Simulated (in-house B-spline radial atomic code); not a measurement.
**Mo²⁺: density, ELF and screening along the radius**

Aim: the shell structure of Mo²⁺ in the radial density, the electron localisation function and the screened nuclear charge, under several settings.

Program: in-house B-spline radial atomic code version 1. Level of theory: several methods, spin-polarised, as named in each step; spherical all-electron atom at the radial basis limit. These are calculated values, not measurements, unless marked.

## Step 1: The system

- element: molybdenum (Z = 42)
- charge: +2
- electrons: 40
- configuration: [Kr] 4d4
- nucleus: point (non-relativistic runs) or finite (X2C runs)

Outer shells as boxes (Hund's rule):

[Kr] 4d4
```
[Kr] core
4d [↑ ][↑ ][↑ ][↑ ][  ]
```

Where spins are not typed, each open shell is filled with up spins first.

## Step 2: LDA (VWN5), non-rel.

Settings, as recorded:

```ini
Z = 42
electrons = 40.0
configuration = [Kr] 4d4
hamiltonian = nr
method = lda,vwn
spin_polarised = True
```

Launch:

```sh
$ python run_scf.py task.json out
```

The settings of every run stand in task.json; they run in order.

Results of the run (chosen fields of its result record, rounded):

```text
{
  "status": "converged",
  "scf [iteration, energy, orbital gradient]": [
    [1, -3966.24104669, 0.417],
    [2, -3968.81325041, 0.313],
    [3, -3972.1608933, 0.0521],
    [4, -3972.26791714, 0.0106],
    [5, -3972.2730312, 0.00678],
    [6, -3972.27412472, 0.00194],
    [7, -3972.27422424, 0.000793],
    [8, -3972.27424539, 3.69e-05],
    [9, -3972.27424542, 2.05e-06],
    [10, -3972.27424542, 1.43e-07]
  ],
  "energy [hartree]": {"total": -3972.27424542, "kinetic": 3969.55205692, "nuclear": -9436.53424145, "coulomb": 1611.50395009, "xc": -116.796010981},
  "orbitals [hartree, bohr; first row names the columns]": [
    ["name", "occ", "eps", "<r>", "<r^2>", "<1/r>", "r_max", "density_at_nucleus", "spin_orbit_zeta"],
    ["1s up", 1.0, -709.90854, 0.03634, 0.0017672, 41.442, 0.024035, 22958.0, "-"],
    ["1s down", 1.0, -709.90856, 0.03634, 0.0017671, 41.442, 0.024035, 22958.0, "-"],
    ["2s up", 1.0, -99.190164, 0.15888, 0.029673, 9.3389, 0.13434, 2322.7, "-"],
    ["2s down", 1.0, -99.172465, 0.15887, 0.02967, 9.3395, 0.13433, 2323.0, "-"],
    ["2p up", 3.0, -91.47577, 0.13611, 0.022578, 9.3394, 0.10558, "-", 2.4489],
    ["2p down", 3.0, -91.462305, 0.1361, 0.022574, 9.3401, 0.10557, "-", 2.4493],
    ["3s up", 1.0, -17.364642, 0.44173, 0.22335, 3.2351, 0.39513, 409.92, "-"],
    ["3s down", 1.0, -17.352314, 0.44161, 0.22319, 3.2355, 0.39516, 409.94, "-"],
    ["3p up", 3.0, -14.398466, 0.43642, 0.22153, 3.146, 0.3822, "-", 0.40006],
    ["3p down", 3.0, -14.384981, 0.43626, 0.22131, 3.1465, 0.38225, "-", 0.40007],
    ["3d up", 5.0, -8.9438176, 0.41489, 0.20693, 2.9685, 0.32188, "-", 0.048343],
    ["3d down", 5.0, -8.9256784, 0.41461, 0.20653, 2.9693, 0.32199, "-", 0.048354],
    ["4s up", 1.0, -2.9456349, 1.1325, 1.4538, 1.1987, 1.0128, 70.033, "-"],
    ["4s down", 1.0, -2.855589, 1.1278, 1.4424, 1.2056, 1.0088, 71.041, "-"],
    ["4p up", 3.0, -2.0979914, 1.2392, 1.7588, 1.0834, 1.0792, "-", 0.058139],
    ["4p down", 3.0, -2.0032473, 1.2344, 1.7472, 1.0897, 1.074, "-", 0.059056],
    ["4d up", 4.0, -0.82031037, 1.698, 3.4236, 0.77957, 1.3398, "-", 0.0037392]
  ],
  "sum_r [bohr^k]": {"-1": 224.6794, "1": 25.32922, "2": 31.14924},
  "density_at_nucleus [bohr^-3]": 51522.69,
  "spin_density_at_nucleus [bohr^-3]": -1.413926,
  "mass_velocity [hartree]": -247.9243,
  "darwin [hartree]": 181.0082,
  "radius_at_0.001 [bohr]": 3.556,
  "radius_enclosing_fraction [bohr]": {"0.5": 0.4133, "0.9": 1.504, "0.99": 2.725},
  "slater [hartree]": {
    "F0(4p up,4p up)": 0.72661,
    "F2(4p up,4p up)": 0.38133,
    "F0(4p up,4p down)": 0.72809,
    "F2(4p up,4p down)": 0.38182,
    "F0(4p up,4d up)": 0.60893,
    "F2(4p up,4d up)": 0.29514,
    "G1(4p up,4d up)": 0.36682,
    "G3(4p up,4d up)": 0.22292,
    "F0(4p down,4p down)": 0.72958,
    "F2(4p down,4p down)": 0.38233,
    "F0(4p down,4d up)": 0.60973,
    "F2(4p down,4d up)": 0.29481,
    "F0(4d up,4d up)": 0.53392,
    "F2(4d up,4d up)": 0.26664,
    "F4(4d up,4d up)": 0.17356
  }
}
```

Run time: 0.4 s. Hardware: 1 thread, shared host.

radius_at_0.001 is where the density falls to 0.001 electrons per bohr³.

Fields along the radius, from the same record (one point in 2):

```tsv
r (bohr)	4πr²n (1/bohr)	ELF	screened charge r·V (e)	reduced gradient s	4πr²(n↑−n↓)
0.00529	11.62	0.9992	40.82	0.4219	-0.0003190
0.00791	20.87	0.9985	40.26	0.4525	-0.0005741
0.0118	33.60	0.9963	39.46	0.5005	-0.0009341
0.0176	46.40	0.9865	38.34	0.5753	-0.001351
0.0264	52.05	0.9170	36.81	0.6802	-0.001783
0.0394	47.25	0.5471	34.82	0.7223	-0.002098
0.0588	45.49	0.3123	32.21	0.4443	0.001704
0.0879	59.29	0.6357	28.85	0.2921	0.03736
0.131	62.23	0.7421	24.89	0.4725	0.1824
0.196	43.33	0.3272	20.46	0.5013	0.4662
0.293	46.94	0.5614	15.63	0.2181	0.5460
0.438	41.73	0.7688	11.12	0.4995	0.1077
0.654	15.47	0.2491	7.752	0.7935	0.2488
0.976	11.48	0.5883	4.977	0.3120	1.864
1.46	7.837	0.7300	2.986	0.7015	2.608
2.18	2.116	0.3157	2.191	1.394	1.354
3.26	0.2776	0.05315	2.018	3.150	0.2550
4.86	0.01225	0.001771	2.001	11.44	0.01217
```

## Step 3: PBE, non-rel.

Settings, as recorded:

```ini
Z = 42
electrons = 40.0
configuration = [Kr] 4d4
hamiltonian = nr
method = pbe,pbe
spin_polarised = True
```

Results of the run:

```text
{
  "status": "converged",
  "iterations": 10,
  "energy [hartree]": {"total": -3976.25798175, "kinetic": 3974.4232639, "nuclear": -9441.8343684, "coulomb": 1611.99594988, "xc": -120.842827131},
  "orbitals [hartree, bohr; first row names the columns]": [
    ["name", "occ", "eps", "<r>"],
    ["1s up", 1.0, -710.86179, 0.036303],
    ["1s down", 1.0, -710.86229, 0.036303],
    ["2s up", 1.0, -99.291633, 0.15871],
    ["2s down", 1.0, -99.273669, 0.1587],
    ["2p up", 3.0, -91.504759, 0.13604],
    ["2p down", 3.0, -91.491817, 0.13603],
    ["3s up", 1.0, -17.396896, 0.44076],
    ["3s down", 1.0, -17.3884, 0.44072],
    ["3p up", 3.0, -14.405708, 0.43574],
    ["3p down", 3.0, -14.395726, 0.43567],
    ["3d up", 5.0, -8.9281744, 0.41453],
    ["3d down", 5.0, -8.9122047, 0.41439],
    ["4s up", 1.0, -2.9446432, 1.1348],
    ["4s down", 1.0, -2.8470873, 1.1277],
    ["4p up", 3.0, -2.0959296, 1.2413],
    ["4p down", 3.0, -1.9909781, 1.2339],
    ["4d up", 4.0, -0.81678267, 1.6949]
  ],
  "sum_r [bohr^k]": {"-1": 224.8056, "1": 25.31403, "2": 31.094}
}
```

It took 0.18 s on 1 thread, shared host.

Fields along the radius, from the same record (one point in 4):

```tsv
r (bohr)	4πr²n (1/bohr)	ELF	screened charge r·V (e)	reduced gradient s	4πr²(n↑−n↓)
0.00529	11.65	0.9992	40.82	0.4219	-0.0004034
0.0118	33.67	0.9964	39.46	0.5006	-0.001179
0.0263	52.09	0.9185	36.83	0.6798	-0.002258
0.0588	45.47	0.3117	32.21	0.4437	-0.00006
0.131	62.27	0.7426	24.88	0.4732	0.1808
0.293	46.97	0.5620	15.63	0.2162	0.5419
0.653	15.44	0.2490	7.764	0.8015	0.2250
1.46	7.885	0.7315	2.979	0.7021	2.650
3.25	0.2777	0.05250	2.018	3.118	0.2549
```

## Step 4: Hartree-Fock, non-rel.

Settings, as recorded:

```ini
Z = 42
electrons = 40.0
configuration = [Kr] 4d4
hamiltonian = nr
method = hf
spin_polarised = True
```

Results of the run:

```text
{
  "status": "converged",
  "iterations": 11,
  "energy [hartree]": {"total": -3974.76781947, "kinetic": 3974.76782761, "nuclear": -9442.28366937, "coulomb": 1611.90015296, "exact_exchange": -119.152130674},
  "orbitals [hartree, bohr; first row names the columns]": [
    ["name", "occ", "eps", "<r>"],
    ["1s up", 1.0, -721.91414, 0.036296],
    ["1s down", 1.0, -721.91591, 0.036296],
    ["2s up", 1.0, -103.58226, 0.15838],
    ["2s down", 1.0, -103.54891, 0.15835],
    ["2p up", 3.0, -95.175193, 0.1361],
    ["2p down", 3.0, -95.143606, 0.13606],
    ["3s up", 1.0, -19.3048, 0.43769],
    ["3s down", 1.0, -19.290907, 0.43755],
    ["3p up", 3.0, -16.010188, 0.43339],
    ["3p down", 3.0, -15.991801, 0.43321],
    ["3d up", 5.0, -10.021484, 0.41315],
    ["3d down", 5.0, -9.9743302, 0.41355],
    ["4s up", 1.0, -3.5658249, 1.1459],
    ["4s down", 1.0, -3.358235, 1.1322],
    ["4p up", 3.0, -2.5515432, 1.2522],
    ["4p down", 3.0, -2.2792263, 1.2375],
    ["4d up", 4.0, -1.0262683, 1.6798]
  ],
  "sum_r [bohr^k]": {"-1": 224.8163, "1": 25.28082, "2": 30.85827}
}
```

It took 0.31 s on 1 thread, shared host.

Fields along the radius, from the same record (one point in 4):

```tsv
r (bohr)	4πr²n (1/bohr)	ELF	screened charge r·V (e)	reduced gradient s	4πr²(n↑−n↓)
0.00528	11.62	0.9992	40.83	0.4214	-0.0006383
0.0118	33.68	0.9964	39.46	0.5002	-0.001869
0.0262	52.12	0.9206	36.84	0.6791	-0.003615
0.0585	45.33	0.3090	32.25	0.4482	-0.004980
0.130	62.57	0.7478	24.96	0.4695	0.1745
0.291	46.82	0.5537	15.71	0.2122	0.5406
0.648	15.59	0.2520	7.826	0.8220	0.1669
1.45	8.101	0.7414	2.994	0.6845	2.717
3.22	0.2763	0.05202	2.017	3.238	0.2523
```

## Step 5: SCAN, non-rel.

Settings, as recorded:

```ini
Z = 42
electrons = 40.0
configuration = [Kr] 4d4
hamiltonian = nr
method = scan,scan
spin_polarised = True
```

Results of the run:

```text
{
  "status": "converged",
  "iterations": 8,
  "energy [hartree]": {"total": -3977.02597255, "kinetic": 3975.2190991, "nuclear": -9443.01659921, "coulomb": 1612.42613085, "xc": -121.654603294},
  "orbitals [hartree, bohr; first row names the columns]": [
    ["name", "occ", "eps", "<r>"],
    ["1s up", 1.0, -712.39083, 0.036309],
    ["1s down", 1.0, -712.39125, 0.036309],
    ["2s up", 1.0, -99.98016, 0.15858],
    ["2s down", 1.0, -99.958843, 0.15857],
    ["2p up", 3.0, -92.019671, 0.13607],
    ["2p down", 3.0, -92.003698, 0.13606],
    ["3s up", 1.0, -17.708532, 0.43943],
    ["3s down", 1.0, -17.700518, 0.43949],
    ["3p up", 3.0, -14.624852, 0.43501],
    ["3p down", 3.0, -14.613967, 0.43504],
    ["3d up", 5.0, -9.0234297, 0.41447],
    ["3d down", 5.0, -9.0032794, 0.41441],
    ["4s up", 1.0, -3.0281851, 1.1392],
    ["4s down", 1.0, -2.9043517, 1.1302],
    ["4p up", 3.0, -2.1505042, 1.2441],
    ["4p down", 3.0, -2.0158859, 1.2322],
    ["4d up", 4.0, -0.82232954, 1.6853]
  ],
  "sum_r [bohr^k]": {"-1": 224.8337, "1": 25.27943, "2": 30.91622}
}
```

Run time: 0.28 s. Hardware: 1 thread, shared host.

Meta-GGA runs start from a PBE run whose iterations are not counted.

Fields along the radius, from the same record (one point in 4):

```tsv
r (bohr)	4πr²n (1/bohr)	ELF	screened charge r·V (e)	reduced gradient s	4πr²(n↑−n↓)
0.00528	11.62	0.9992	40.83	0.4215	-0.0004905
0.0118	33.68	0.9964	39.46	0.5004	-0.001445
0.0263	52.11	0.9185	36.83	0.6798	-0.002888
0.0586	45.40	0.3111	32.23	0.4472	-0.002525
0.131	62.31	0.7439	24.88	0.4737	0.1827
0.291	46.77	0.5522	15.71	0.2130	0.5479
0.650	15.55	0.2513	7.795	0.8090	0.2011
1.45	8.050	0.7395	2.994	0.6925	2.683
3.23	0.2787	0.05230	2.018	3.169	0.2562
```

## Step 6: BLYP, non-rel.

Settings, as recorded:

```ini
Z = 42
electrons = 40.0
configuration = [Kr] 4d4
hamiltonian = nr
method = b88,lyp
spin_polarised = True
```

Results of the run:

```text
{
  "status": "converged",
  "iterations": 10,
  "energy [hartree]": {"total": -3976.75456464, "kinetic": 3975.09794743, "nuclear": -9442.44315564, "coulomb": 1611.92637763, "xc": -121.335734058},
  "orbitals [hartree, bohr; first row names the columns]": [
    ["name", "occ", "eps", "<r>"],
    ["1s up", 1.0, -710.99295, 0.036302],
    ["1s down", 1.0, -710.99326, 0.036302],
    ["2s up", 1.0, -99.306063, 0.15871],
    ["2s down", 1.0, -99.288022, 0.1587],
    ["2p up", 3.0, -91.53067, 0.13603],
    ["2p down", 3.0, -91.517487, 0.13602],
    ["3s up", 1.0, -17.385118, 0.44096],
    ["3s down", 1.0, -17.376077, 0.44092],
    ["3p up", 3.0, -14.3986, 0.43589],
    ["3p down", 3.0, -14.388118, 0.43582],
    ["3d up", 5.0, -8.9246992, 0.41463],
    ["3d down", 5.0, -8.9084308, 0.41448],
    ["4s up", 1.0, -2.9361019, 1.1329],
    ["4s down", 1.0, -2.843634, 1.1281],
    ["4p up", 3.0, -2.0860795, 1.2396],
    ["4p down", 3.0, -1.9888246, 1.2363],
    ["4d up", 4.0, -0.80637712, 1.6998]
  ],
  "sum_r [bohr^k]": {"-1": 224.8201, "1": 25.33664, "2": 31.20213}
}
```

Wall time 0.18 s (1 thread, shared host).

The record's radial tables, every 4th point:

```tsv
r (bohr)	4πr²n (1/bohr)	ELF	screened charge r·V (e)	reduced gradient s	4πr²(n↑−n↓)
0.00529	11.65	0.9992	40.82	0.4219	-0.0003332
0.0118	33.67	0.9964	39.46	0.5007	-0.0009660
0.0264	52.10	0.9168	36.81	0.6807	-0.001722
0.0588	45.49	0.3119	32.21	0.4436	0.002218
0.131	62.26	0.7424	24.88	0.4732	0.1827
0.293	46.97	0.5621	15.63	0.2167	0.5504
0.654	15.41	0.2478	7.754	0.7973	0.2368
1.46	7.845	0.7306	2.987	0.7034	2.621
3.26	0.2800	0.05341	2.018	3.116	0.2562
```

## Step 7: The runs side by side

| run | total energy (hartree) | highest level (eV) | radius holding 50 / 90 / 99 % (bohr) | radius at n = 0.001 (bohr) | ELF minima on the full grid (bohr) |
| --- | --- | --- | --- | --- | --- |
| LDA (VWN5), non-rel. | -3972.2742 | -22.322 | 0.413 / 1.50 / 2.73 | 3.56 | 0.059, 0.24, 0.80 |
| PBE, non-rel. | -3976.2580 | -22.226 | 0.413 / 1.50 / 2.72 | 3.55 | 0.059, 0.24, 0.80 |
| Hartree-Fock, non-rel. | -3974.7678 | -27.926 | 0.413 / 1.50 / 2.68 | 3.51 | 0.059, 0.24, 0.79 |
| SCAN, non-rel. | -3977.0260 | -22.377 | 0.413 / 1.50 / 2.70 | 3.53 | 0.059, 0.24, 0.79 |
| BLYP, non-rel. | -3976.7546 | -21.943 | 0.413 / 1.50 / 2.73 | 3.56 | 0.059, 0.24, 0.80 |

What this shows: In the first run ELF has 3 minima on the grid, which mark the borders between shells. On the record's full grid the screened charge (r times the electrostatic potential) falls from 41.9 near the nucleus to 2.00 at 5.9 bohr; far out it tends to the net charge, 2. The grid is coarse (about 22 % a step), so the places of minima are rough.

Members of this set that are not shown: 3 used exact exchange with fractional occupations of an open shell, which is unsound here.
